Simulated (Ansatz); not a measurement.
# CH2Cl2FSi radical: how energies converge with the basis set

How large a basis does CH2Cl2FSi radical need? Two functionals are run in growing sets.

The runs use Ansatz 0.2.0, Gaussian basis; one geometry, several basis sets.

Levels to be run: PBE0-D4/def2-SVP; ωB97M-V/def2-SVP; PBE0-D4/def2-QZVPP; ωB97M-V/def2-QZVPP; the functionals' def2-TZVPP values are taken from earlier runs.

### 1 The geometry

An earlier PBE0-D4 in a triple-zeta def2 set relaxation fixed the geometry.

SMILES `[CH2][Si](F)(Cl)Cl`, 7 atoms, charge 0, spin multiplicity 2.

Atoms are counted from 1 here; the program's logs count them from 0.

Bond lengths: C1–Si2 1.813 Å, C1–H6 1.085 Å, C1–H7 1.084 Å, Si2–F3 1.583 Å, Si2–Cl4 2.032 Å, Si2–Cl5 2.032 Å. Angles: Si2–C1–H6 121.8°, Si2–C1–H7 122.0°, H6–C1–H7 116.2°, C1–Si2–F3 109.6°, C1–Si2–Cl4 111.6°, C1–Si2–Cl5 111.7°, F3–Si2–Cl4 107.7°, F3–Si2–Cl5 107.6°, Cl4–Si2–Cl5 108.4°.

### 2 PBE0-D4 in def2-SVP

in.yaml reads:

```yaml
crystal:
  periodic: [false, false, false]
  atoms:
    - {symbol: C, position_ang: [-0.249865, 0.759640, 0.827751]}
    - {symbol: Si, position_ang: [0.208934, -0.467773, -0.425930]}
    - {symbol: F, position_ang: [1.413065, -1.346777, 0.107327]}
    - {symbol: Cl, position_ang: [-1.333539, -1.722094, -0.846746]}
    - {symbol: Cl, position_ang: [0.808671, 0.413859, -2.156080]}
    - {symbol: H, position_ang: [0.278988, 0.836932, 1.771446]}
    - {symbol: H, position_ang: [-1.065055, 1.458115, 0.676629]}
basis:
  gaussian: {orbitals: def2-SVP}
magnetization: {spin_polarized: true, initial_magnetization: 1}
hamiltonian: {xc: pbe0, dispersion: d4}
output: {orbitals: {seedname: orbitals}}
```

After this run come: ωB97M-V in def2-SVP; PBE0-D4 in def2-QZVPP; ωB97M-V in def2-QZVPP.

Before running them: what should the planned runs give, taken together? Wanted: PBE0-D4: double and triple zeta above quadruple; ωB97M-V: double and triple zeta above quadruple.

As calculated:

| quantity | value |
| --- | --- |
| PBE0-D4: double and triple zeta above quadruple | 17.55, 1.22 eV |
| ωB97M-V: double and triple zeta above quadruple | 17.50, 1.15 eV |

What this shows: For PBE0-D4 the step from double to triple zeta gains 16.33 eV and the next only 1.22 eV. Total energies overstate the basis error of differences, where much of it tends to cancel.
